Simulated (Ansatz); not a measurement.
**BGeH₃S (SMILES [BH]1[S][GeH2]1): functionals against CCSD(T) at one geometry**

An exercise on one series of results from a longer session: the logs are not shown, and one member is left open.

The runs use Ansatz 0.2.0, Gaussian basis; single points in def2-TZVPP.

Cores are frozen in the correlated methods. Filled d shells of the heavier atoms are correlated.

**Starting geometry**

SMILES `[BH]1[S][GeH2]1`, 6 atoms, charge 0, spin multiplicity 1.

Atoms are counted from 1 here; the program's logs count them from 0.

Bond lengths: B1–S2 1.615 Å, B1–Ge3 1.993 Å, B1–H4 1.004 Å, S2–Ge3 2.326 Å, Ge3–H5 1.589 Å, Ge3–H6 1.649 Å. Angles: S2–B1–Ge3 79.5°, S2–B1–H4 161.1°, Ge3–B1–H4 118.7°, B1–S2–Ge3 57.4°, B1–Ge3–S2 43.1°, B1–Ge3–H5 121.1°, B1–Ge3–H6 118.1°, S2–Ge3–H5 99.7°, S2–Ge3–H6 91.1°, H5–Ge3–H6 101.9°.

Geometry (Å):

```csv
atom,x (Å),y (Å),z (Å)
B1,-0.5996,-1.1540,-0.1811
S2,0.8531,-1.1975,0.5243
Ge3,-0.1385,0.7848,-0.1806
H4,-1.5116,-1.4325,-0.4960
H5,1.0218,1.3519,-1.1057
H6,0.1957,1.5045,1.2653
```

Set-up of the first run:

The input, run/in.yaml:

```yaml
crystal:
  periodic: [false, false, false]
  atoms:
    - {symbol: B, position_ang: [-0.599600, -1.154000, -0.181100]}
    - {symbol: S, position_ang: [0.853100, -1.197500, 0.524300]}
    - {symbol: Ge, position_ang: [-0.138500, 0.784800, -0.180600]}
    - {symbol: H, position_ang: [-1.511600, -1.432500, -0.496000]}
    - {symbol: H, position_ang: [1.021800, 1.351900, -1.105700]}
    - {symbol: H, position_ang: [0.195700, 1.504500, 1.265300]}
basis:
  gaussian: {orbitals: def2-TZVPP}
correlation: {method: ccsd_t}
output: {forces: true}
```

The command line of these runs was not kept.

Among the steps run: CCSD(T)/def2-TZVPP; PBE0-D4/def2-TZVPP; wB97M-V/def2-TZVPP; r2SCAN-D4/def2-TZVPP; PBE-D4/def2-TZVPP; revPBE-D4/def2-TZVPP; BLYP-D4/def2-TZVPP.

One table of the session follows, with a row left open; its other results are not shown here.

```
   method  RMS force component (eV/Å)  angle to CCSD(T) forces (°)  dipole (D)
  CCSD(T)                       2.242                    reference        0.79
  PBE0-D4                       2.212                          4.5        0.88
  wB97M-V                       2.171                          4.3        0.93
r2SCAN-D4                           ?                            ?           ?
   PBE-D4                       2.222                          4.9        0.75
revPBE-D4                       2.240                          5.0        0.78
  BLYP-D4                       2.191                          6.1        0.84
```

**Question.** Estimate the row for r2SCAN-D4.

The run gave: RMS force component (eV/Å): 2.194; angle to CCSD(T) forces (°): 3.5; dipole (D): 0.83. In the column «RMS force component (eV/Å)» it lies between BLYP-D4 (2.191) and PBE0-D4 (2.212).
